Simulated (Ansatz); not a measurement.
Predict the output of the script below (the Python package of Ansatz (0.2.0)).

The script, `be3rh.py`:
```python
"""Two stages for Be3Rh: converge the density, then read it back for bands."""

import argparse
import warnings

import ansatz
import numpy as np

FILLING = "gaussian"
SMEARING_WIDTH = 0.1
FUNCTIONAL = "r2SCAN"
ECUT = 600

warnings.simplefilter("ignore", ansatz.DeckWarning)

vectors = np.array([
    [-1.61636267, 1.61636267, 3.63735167],
    [1.61636267, -1.61636267, 3.63735167],
    [1.61636267, 1.61636267, -3.63735167],
])
structure = (
    ansatz.Lattice.of(vectors)
    .atom("Be", (0.75, 0.25, 0.5))
    .atom("Be", (0.25, 0.75, 0.5))
    .atom("Be", (0.5, 0.5, 0.0))
    .atom("Rh", (0.0, 0.0, 0.0))
)

parser = argparse.ArgumentParser()
parser.add_argument("stage", choices=["scf", "bands"])
stage = parser.parse_args().stage
setup = (
    structure.calculation()
    .pseudopotentials("paw")
    .kpoints(10)
    .occupations(FILLING, width=SMEARING_WIDTH)  # fractional filling near the Fermi level
    .functional(FUNCTIONAL)
    .basis(ECUT)  # cutoff of the orbital basis
)
if stage == "scf":
    summary = setup.checkpoint(write="state").run().report
    print(f"F = {summary['free_energy_ev']:.5f} eV after {summary['n_iterations']} iterations, saved")
else:
    points = {"G": (0.0, 0.0, 0.0), "X": (0.0, 0.0, 0.5), "P": (0.25, 0.25, 0.25), "N": (0.0, 0.5, 0.0)}
    res = setup.checkpoint(read="state", post_process_only=True).band_structure(list(points.values()), intervals=1).run()
    bands = res.band_structure()
    for label, levels in zip(points, bands.channels[0].eigenvalues_ev - bands.fermi_energy_ev):
        print(f"{label:3s}", " ".join(f"{e:7.3f}" for e in levels if abs(e) < 6))
```

```console
$ python be3rh.py scf
F = -6697.08867 eV after 7 iterations, saved
```

```console
$ python be3rh.py bands
G    -4.656  -4.354  -3.524  -3.524  -2.197  -2.047   4.256   4.256   5.226   5.226
X    -4.914  -3.923  -3.596  -3.503  -3.443  -2.243  -1.102   0.381   5.325   5.405
P    -5.125  -4.586  -4.586  -2.677  -2.677  -1.235  -1.102  -0.438   4.315
N    -5.686  -4.007  -3.210  -2.550  -0.760  -0.738   2.778   5.285
```

Reading the output:
- Absolute energies stand on the zero of these potentials, so only differences at equal settings mean something. A total without «per atom» is that of the cell as typed.
- The computed bands are complete only to about 5.2 eV above the Fermi level.
- For a metal this k-point mesh is coarse: on a finer one energies can move by several to tens of meV an atom and pressures by half a GPa or more, differences at one mesh by less.
- This cell is a computed structure, which may not be the phase found in nature.
- Levels are Kohn-Sham eigenvalues on this mesh, without spin-orbit coupling.
- The whole script took 19 s on 1 thread of Arm Neoverse V1 (shared host), peak memory 0.58 GiB.
